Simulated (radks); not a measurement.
# Te⁴⁺ in [Kr] 4d10 5s1 6s1: an all-electron calculation

One table from this session's results is given with a row withheld; the runs are named, their logs left out.

Method: scalar-relativistic Kohn-Sham, BLYP, spin-unpolarised, spherical densities, point nucleus. Code: radks (a radial shooting solver on a logarithmic mesh, Libxc functionals) version 1.

**The atom as given**

| Item | Value |
| --- | --- |
| element | tellurium (Z = 52) |
| charge | +4 |
| electrons | 48 |
| configuration | [Kr] 4d10 5s1 6s1 |

The outer shells:

Te⁴⁺
```
[Kr] core
4d [↑↓][↑↓][↑↓][↑↓][↑↓]
5s [↑ ]
6s [↑ ]
```

Set-up of the first run:

The run's settings:

```text
Z 52
configuration [Kr] 4d10 5s1 6s1 5p0 5d0
relativity scalar-relativistic
functional b88,lyp
spin unpolarised
nucleus point
c 137.035999084
```

On the command line:

```bash
python run_ks.py task.json out
```

The same process makes all the runs of this session.

One of the session's tables, all rows but one given; the rest of the session is left out.

It belongs to the step «Radial structure». Radial moments (bohr):

| level | <r> | outermost maximum (interpolated) | 90 % within | nodes |
| --- | --- | --- | --- | --- |
| 1s | 0.02781 | 0.0179 | 0.0500 | 0 |
| 2s | 0.1198 | 0.101 | 0.185 | 1 |
| 2p | ? | ? | ? | ? |
| 3s | 0.3222 | 0.293 | 0.473 | 2 |
| 3p | 0.3203 | 0.286 | 0.481 | 1 |
| 3d | 0.2968 | 0.238 | 0.467 | 0 |
| 4s | 0.7633 | 0.700 | 1.10 | 3 |
| 4p | 0.8184 | 0.737 | 1.20 | 2 |
| 4d | 0.9552 | 0.808 | 1.46 | 1 |
| 5s | 1.835 | 1.68 | 2.61 | 4 |
| 5p | 2.086 | 1.89 | 2.99 | 3 |
| 5d | 2.735 | 2.47 | 3.95 | 2 |
| 6s | 3.655 | 3.57 | 5.09 | 5 |

Q: Estimate the row for 2p from the others.

The run gave: <r>: 0.1047; outermost maximum (interpolated): 0.0812; 90 % within: 0.170; nodes: 0. In the column «<r>» it lies between 1s (0.02781) and 2s (0.1198).
